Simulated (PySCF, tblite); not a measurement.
**C5H5FN2: geometry, infrared bands and NMR shifts**

Aim: predict the infrared bands and NMR shifts of C5H5FN2 (`FCc1ccnnc1`).

Computed with tblite 0.8.0 and PySCF 2.14.0, with density-fitted response routines of our own, on a single molecule in the gas phase. Atoms are numbered from 0 throughout.

## Step 1: The molecule as given

13 atoms, charge 0, multiplicity 1; geometry from: force field or distance geometry start.

Bonds of the start (Å): F0–C1 1.38, C1–C2 1.48, C2–C3 1.38, C3–C4 1.38, C4–N5 1.35, N5–N6 1.37, N6–C7 1.35, C7–C2 1.39, C1–H8 1.09, C1–H9 1.10, C3–H10 1.09, C4–H11 1.08, C7–H12 1.08.

## Step 2: Relaxing the molecule with GFN2-xTB

Job settings and geometry (Å):

```
{"job": {"kind": "relax", "xc": "GFN2-xTB", "basis": "xTB"}, "charge": 0, "multiplicity": 1}
F      2.397800    -1.026000     0.242700
C      1.814500     0.141500    -0.200500
C      0.337100     0.133800    -0.078800
C     -0.377900    -0.946500     0.408400
C     -1.755600    -0.873000     0.490900
N     -2.441800     0.220400     0.082500
N     -1.755000     1.294800    -0.407500
C     -0.403200     1.245700    -0.476800
H      2.125400     0.269900    -1.232900
H      2.236200     0.947000     0.415800
H      0.131500    -1.854000     0.746500
H     -2.363700    -1.689800     0.863800
H      0.050200     2.136800    -0.871800
```

Command:

```console
$ OMP_NUM_THREADS=1 python probes_run.py task.json out
```

One launch serves the whole session: the jobs run in the order shown.

**Question.** This job is followed by: GFN2-xTB harmonic vibrations, gas phase; GIAO PBE0/pcSseg-1 NMR shielding, non-relativistic, gas phase. What will the session give for the following? strongest single infrared mode (GFN2-xTB); zero-point energy (GFN2-xTB); 13C shifts against TMS (PBE0/pcSseg-1); 1H shifts against TMS (PBE0/pcSseg-1, means over atoms taken as alike); 19F shifts against CFCl3 (PBE0/pcSseg-1); 15N shifts against NH3 (PBE0/pcSseg-1).

The runs gave:

| quantity | value |
| --- | --- |
| strongest single infrared mode (GFN2-xTB) | 1054 cm⁻¹, 80 km/mol |
| zero-point energy (GFN2-xTB) | 58.3 kcal/mol |
| 13C shifts against TMS (PBE0/pcSseg-1) | 155.9, 150.8, 142.4, 124.4, 84.0 ppm |
| 1H shifts against TMS (PBE0/pcSseg-1, means over atoms taken as alike) | 9.66, 9.34, 7.64, 5.91 ppm |
| 19F shifts against CFCl3 (PBE0/pcSseg-1) | -273.1 ppm |
| 15N shifts against NH3 (PBE0/pcSseg-1) | 465.2, 462.1 ppm |

What this shows: The optimisation took 12 steps and gained 0.212 eV; among the close pairs (by a distance rule), N5–N6 changed most, from 1.366 to 1.299 Å. No mode is imaginary among the 33: a minimum at this level. The strongest single mode, at 1054 cm⁻¹, moves mainly C1 and F0. GFN2-xTB is a fitted tight-binding method: band positions and strengths are rough. Its intensities can rank the bands wrongly. NICS(1)zz of -29 ppm above the planar ring from C2 marks a diatropic (aromatic) ring current.
